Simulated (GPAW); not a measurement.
# InSb3 (Fm-3m) in GPAW: notebook, part 2 of 2

GPAW 26.7.0. Earlier steps stand in the parts before.

## 3. Relaxation of cell and atoms, PBEsol, target pressure 10 GPa, at which the enthalpy is minimised

File run.py:

```python
from ase import Atoms
from ase.filters import FrechetCellFilter
from ase.io import write
from ase.optimize import BFGS
from ase.units import GPa
from gpaw import GPAW, PW, setup_paths

setup_paths.insert(0, '.')

atoms = Atoms(['Sb', 'Sb', 'Sb', 'In'],
              cell=[[0.0, 3.794555, 3.794555],
                    [3.794555, 0.0, 3.794555],
                    [3.794555, 3.794555, 0.0]],
              scaled_positions=[[0.5, 0.5, 0.5],
                                [0.75, 0.75, 0.75],
                                [0.25, 0.25, 0.25],
                                [0.0, 0.0, 0.0]],
              pbc=True)

calc = GPAW(mode=PW(600),
            xc='PBEsol',
            kpts={'size': (5, 5, 5), 'gamma': True},
            occupations={'name': 'fermi-dirac', 'width': 0.05},
            nbands=45,
            convergence={'density': 1e-05, 'forces': 0.0001},
            maxiter=150,
            txt='gpaw.txt')
atoms.calc = calc
opt = BFGS(FrechetCellFilter(atoms, scalar_pressure=10 * GPa), trajectory='relax.traj', logfile='-')
done = opt.run(fmax=0.02, steps=60)
calc.write('gs.gpw')
write('result.traj', atoms)
print('Converged:', done)
print('Cell:', atoms.cell.cellpar().round(4))
print('Volume:', round(atoms.get_volume(), 4))
print(atoms.get_scaled_positions().round(5))
```

Potentials or basis: PAW data sets generated in the run's folder for this functional, pw.

Command:

```sh
$ gpaw-setup -f PBEsol In Sb
$ OMP_NUM_THREADS=1 python run.py
```

gpaw.txt:

```text
__  _  _
 | _ |_)|_||  |
 |__||  | ||/\| - 26.7.0

Input parameters:
  mode=PW(ecut=600.0),
  convergence={'density': 1e-05, 'forces': 0.0001},
  kpts=MonkhorstPack(size=(5, 5, 5), gamma=True),
  maxiter=150,
  nbands=45,
  occupations=Occupations(name='fermi-dirac', width=0.05),
  xc=XC(name='PBEsol')

Diagonalizing LCAO Hamiltonian
Converting LCAO to pw mode

                         Sb

                   Sb

             Sb

       In

Atoms  # Å, Bohr magnetons
|   | symbol |        x |        y |        z |    initial magnetic moments |
|---|--------|----------|----------|----------|-----------------------------|
| 0 |     Sb | 3.794555 | 3.794555 | 3.794555 | ( 0.0000,  0.0000,  0.0000) |
| 1 |     Sb | 5.691833 | 5.691833 | 5.691833 | ( 0.0000,  0.0000,  0.0000) |
| 2 |     Sb | 1.897277 | 1.897277 | 1.897277 | ( 0.0000,  0.0000,  0.0000) |
| 3 |     In | 0.000000 | 0.000000 | 0.000000 | ( 0.0000,  0.0000,  0.0000) |

Unit cell  # Å
| periodic |        x |        y |        z |  lengths |    angles |
|----------|----------|----------|----------|----------|-----------|
|      yes | 0.000000 | 3.794555 | 3.794555 | 5.366311 | 60.000000 |
|      yes | 3.794555 | 0.000000 | 3.794555 | 5.366311 | 60.000000 |
|      yes | 3.794555 | 3.794555 | 0.000000 | 5.366311 | 60.000000 |

Number of symmetries: 48
[... 565 lines left out ...]
|      yes |  3.580318 | 0.000000 |  3.580318 | 5.063334 | 60.000000 |
|      yes |  3.580318 | 3.580318 | -0.000000 | 5.063334 | 60.000000 |

Number of symmetries: 48
Symmetry operations  # r_c * U_cc + t_c -> r_c
|    | kind |            matrix            |
|----|------|------------------------------|
|  0 |  σ   |  1, 0, 0,  1, 0,-1,  1,-1, 0 |
|  1 |  C2  |  1, 0, 0,  1,-1, 0,  1, 0,-1 |
|  2 |  E   |  1, 0, 0,  0, 1, 0,  0, 0, 1 |
|  3 |  σ   |  1, 0, 0,  0, 0, 1,  0, 1, 0 |
|  4 |  C4  |  1, 0,-1,  1, 0, 0,  1,-1, 0 |
|  5 |  S6  |  1, 0,-1,  1,-1, 0,  1, 0, 0 |
|  6 |  σ   |  1, 0,-1,  0, 1,-1,  0, 0,-1 |
|  7 |  C3  |  1, 0,-1,  0, 0,-1,  0, 1,-1 |
|  8 |  S6  |  1,-1, 0,  1, 0, 0,  1, 0,-1 |
[... 254 lines left out ...]
       In

Atoms  # Å, Bohr magnetons
|   | symbol |         x |        y |         z |    initial magnetic moments |
|---|--------|-----------|----------|-----------|-----------------------------|
| 0 |     Sb |  3.574033 | 3.574033 |  3.574033 | ( 0.0000,  0.0000,  0.0000) |
| 1 |     Sb |  5.361050 | 5.361050 |  5.361050 | ( 0.0000,  0.0000,  0.0000) |
| 2 |     Sb |  1.787017 | 1.787017 |  1.787017 | ( 0.0000,  0.0000,  0.0000) |
| 3 |     In | -0.000000 | 0.000000 | -0.000000 | ( 0.0000,  0.0000,  0.0000) |

Unit cell  # Å
| periodic |         x |        y |        z |  lengths |    angles |
|----------|-----------|----------|----------|----------|-----------|
|      yes | -0.000000 | 3.574033 | 3.574033 | 5.054446 | 60.000000 |
|      yes |  3.574033 | 0.000000 | 3.574033 | 5.054446 | 60.000000 |
|      yes |  3.574033 | 3.574033 | 0.000000 | 5.054446 | 60.000000 |

Number of symmetries: 48
Symmetry operations  # r_c * U_cc + t_c -> r_c
|    | kind |            matrix            |
|----|------|------------------------------|
|  0 |  σ   |  1, 0, 0,  1, 0,-1,  1,-1, 0 |
|  1 |  C2  |  1, 0, 0,  1,-1, 0,  1, 0,-1 |
|  2 |  E   |  1, 0, 0,  0, 1, 0,  0, 0, 1 |
|  3 |  σ   |  1, 0, 0,  0, 0, 1,  0, 1, 0 |
|  4 |  C4  |  1, 0,-1,  1, 0, 0,  1,-1, 0 |
|  5 |  S6  |  1, 0,-1,  1,-1, 0,  1, 0, 0 |
|  6 |  σ   |  1, 0,-1,  0, 1,-1,  0, 0,-1 |
|  7 |  C3  |  1, 0,-1,  0, 0,-1,  0, 1,-1 |
|  8 |  S6  |  1,-1, 0,  1, 0, 0,  1, 0,-1 |
[... 236 lines left out ...]
Forces  # eV/Ang
|        x |        y |        z |
|----------|----------|----------|
| -0.00000 | -0.00000 |  0.00000 |  # Sb   0
| -0.00000 | -0.00000 |  0.00000 |  # Sb   1
|  0.00000 | -0.00000 | -0.00000 |  # Sb   2
|  0.00000 | -0.00000 | -0.00000 |  # In   3

# Writing to gs.gpw (mode='')
```

stdout:

```text
Step          Energy          fmax
BFGS:    0      -10.380536        2.272378
BFGS:    1      -10.589832        2.034131
BFGS:    2      -11.254780        0.069047
BFGS:    3      -11.255184        0.013192
Converged: True
Cell: [ 5.0544  5.0544  5.0544 60.     60.     60.    ]
Volume: 91.3073
[[0.5  0.5  0.5 ]
 [0.75 0.75 0.75]
 [0.25 0.25 0.25]
 [0.   0.   0.  ]]
```

Run time: 1.8 min. Hardware: 1 thread of Arm Neoverse V2, shared host; peak memory 0.25 GiB.

Results:

| Item | Value |
| --- | --- |
| Free energy | -16.9541 eV |
| Relaxed volume | 22.83 Å³/atom |
| Relaxed cell | a = 5.054 Å, b = 5.054 Å, c = 5.054 Å, α = 60.00°, β = 60.00°, γ = 60.00° |
| Space group after relaxing (to 0.05 Å) | Fm-3m (No. 225) |
| Energy change on relaxing (the enthalpy is what falls) | +60.1 meV/atom |
| Ionic steps | 4 |
| Pressure after relaxing | 10.1 GPa |
| Band gap on the k mesh | none (metal or under the smearing width) |

The path:
| step | energy change (eV) | largest force (eV/Å) | pressure (GPa) | volume (Å³) |
| --- | --- | --- | --- | --- |
| 1 | 0.0000 | 0.0000 | -3.33 | 109.27 |
| 2 | -0.0477 | 0.0000 | -2.22 | 106.64 |
| 3 | 0.2107 | 0.0000 | 9.52 | 91.79 |
| 4 | 0.2405 | 0.0000 | 10.09 | 91.31 |

Final structure:
```
Sb In
1.0
     0.00000    3.57403    3.57403
     3.57403    0.00000    3.57403
     3.57403    3.57403    0.00000
Sb In
3 1
Direct
  0.50000 0.50000 0.50000
  0.75000 0.75000 0.75000
  0.25000 0.25000 0.25000
  0.00000 0.00000 0.00000
```

Caveat: later steps reuse the first step's grids; the volume moved by over 15 % at a fixed basis, so the end points are rough.

## 4. Relaxation of cell and atoms, PBEsol, target pressure 20 GPa, at which the enthalpy is minimised

run.py: that of step 3 with these lines changed.

```diff
@@ -28,3 +28,3 @@
 atoms.calc = calc
-opt = BFGS(FrechetCellFilter(atoms, scalar_pressure=10 * GPa), trajectory='relax.traj', logfile='-')
+opt = BFGS(FrechetCellFilter(atoms, scalar_pressure=20 * GPa), trajectory='relax.traj', logfile='-')
 done = opt.run(fmax=0.02, steps=60)
```

Command:

```sh
$ gpaw-setup -f PBEsol In Sb
$ OMP_NUM_THREADS=1 python run.py
```

It took 2.3 min on 1 thread of Arm Neoverse V2, shared host; peak memory 0.25 GiB.

The run converged. Its results:

* Free energy: -16.3461 eV
* Relaxed volume: 21.17 Å³/atom
* Relaxed cell: a = 4.929 Å, b = 4.929 Å, c = 4.929 Å, α = 60.00°, β = 60.00°, γ = 60.00°
* Space group after relaxing (to 0.05 Å): Fm-3m (No. 225)
* Energy change on relaxing (the enthalpy is what falls): +212.2 meV/atom
* Ionic steps: 5
* Pressure after relaxing: 19.9 GPa
* Band gap on the k mesh: none (metal or under the smearing width)

Step by step:
| step | energy change (eV) | largest force (eV/Å) | pressure (GPa) | volume (Å³) |
| --- | --- | --- | --- | --- |
| 1 | 0.0000 | 0.0000 | -3.33 | 109.27 |
| 2 | -0.0700 | 0.0000 | -1.25 | 104.71 |
| 3 | 0.3205 | 0.0000 | 11.57 | 90.13 |
| 4 | 1.0201 | 0.0000 | 22.26 | 83.38 |
| 5 | 0.8487 | 0.0000 | 19.86 | 84.69 |

Final structure:
```
Sb In
1.0
     0.00000    3.48546    3.48546
     3.48546    0.00000    3.48546
     3.48546    3.48546    0.00000
Sb In
3 1
Direct
  0.50000 0.50000 0.50000
  0.75000 0.75000 0.75000
  0.25000 0.25000 0.25000
  0.00000 0.00000 0.00000
```

Levels at points of the mesh, in eV from the Fermi level:
```
           k point  band 25  band 26  band 27  band 28  band 29  band 30  band 31  band 32  band 33  band 34
(0.00, 0.00, 0.00)    -3.28    -3.28    -3.22    -3.22    -3.22    -1.20    -1.20    -1.20    -1.15     3.20
```

Caveat: later steps reuse the first step's grids; the volume moved by over 15 % at a fixed basis, so the end points are rough. The run has no spin-orbit coupling, so splittings on Sb are missing.

## 5. Relaxation of cell and atoms, PBEsol, target pressure 30 GPa, at which the enthalpy is minimised

run.py: that of step 4 with these lines changed.

```diff
@@ -28,3 +28,3 @@
 atoms.calc = calc
-opt = BFGS(FrechetCellFilter(atoms, scalar_pressure=20 * GPa), trajectory='relax.traj', logfile='-')
+opt = BFGS(FrechetCellFilter(atoms, scalar_pressure=30 * GPa), trajectory='relax.traj', logfile='-')
 done = opt.run(fmax=0.02, steps=60)
```

Command:

```sh
$ gpaw-setup -f PBEsol In Sb
$ OMP_NUM_THREADS=1 python run.py
```

It took 2.7 min on 1 thread of Arm Neoverse V2, shared host; peak memory 0.25 GiB.

Results (log left out):

* Free energy: -15.5879 eV
* Relaxed volume: 19.94 Å³/atom
* Relaxed cell: a = 4.832 Å, b = 4.832 Å, c = 4.832 Å, α = 60.00°, β = 60.00°, γ = 60.00°
* Space group after relaxing (to 0.05 Å): Fm-3m (No. 225)
* Energy change on relaxing (the enthalpy is what falls): +401.8 meV/atom
* Ionic steps: 6
* Pressure after relaxing: 30.0 GPa
* Band gap on the k mesh: none (metal or under the smearing width)

The path:
```tsv
step	energy change (eV)	largest force (eV/Å)	pressure (GPa)	volume (Å³)
1	0.0000	0.0000	-3.33	109.27
2	-0.0790	0.0000	-0.14	102.82
3	0.4500	0.0000	13.79	88.50
4	2.0158	0.0000	35.08	77.76
5	1.5720	0.0000	29.54	79.96
6	1.6073	0.0000	29.99	79.77
```

Final structure:
```
Sb In
1.0
     0.00000    3.41673    3.41673
     3.41673    0.00000    3.41673
     3.41673    3.41673    0.00000
Sb In
3 1
Cartesian
  3.4167 3.4167 3.4167
  5.1251 5.1251 5.1251
  1.7084 1.7084 1.7084
  0.0000 0.0000 0.0000
```

Levels at points of the mesh, in eV from the Fermi level:
| k point | band 25 | band 26 | band 27 | band 28 | band 29 | band 30 | band 31 | band 32 | band 33 | band 34 |
| --- | --- | --- | --- | --- | --- | --- | --- | --- | --- | --- |
| (0.00, 0.00, 0.00) | -3.56 | -3.56 | -3.53 | -3.53 | -3.53 | -1.42 | -1.42 | -1.42 | -0.90 | 3.05 |

Caveat: later steps reuse the first step's grids; the volume moved by over 15 % at a fixed basis, so the end points are rough. Spin-orbit coupling is left out, which matters for the levels of Sb.

## 6. Summary

```csv
cell,target pressure,gap on the mesh (eV),pressure (GPa)
relaxed to 5 GPa,5 GPa,none,5.0
relaxed to 10 GPa,10 GPa,none,10.1
relaxed to 20 GPa,20 GPa,none,19.9
relaxed to 30 GPa,30 GPa,none,30.0
```

Alike in all rows: task relaxation of cell and atoms; level PBEsol; potentials or basis PAW data sets generated in the run's folder for this functional, pw; no spin polarisation; k mesh 5 × 5 × 5; cutoff (eV) 600; smearing fermi-dirac 0.05 eV.

Caveats: later steps reuse the first step's grids; the volume moved by over 15 % at a fixed basis, so the end points are rough (some runs).

Absolute energies hang on the potentials; compare differences alone.
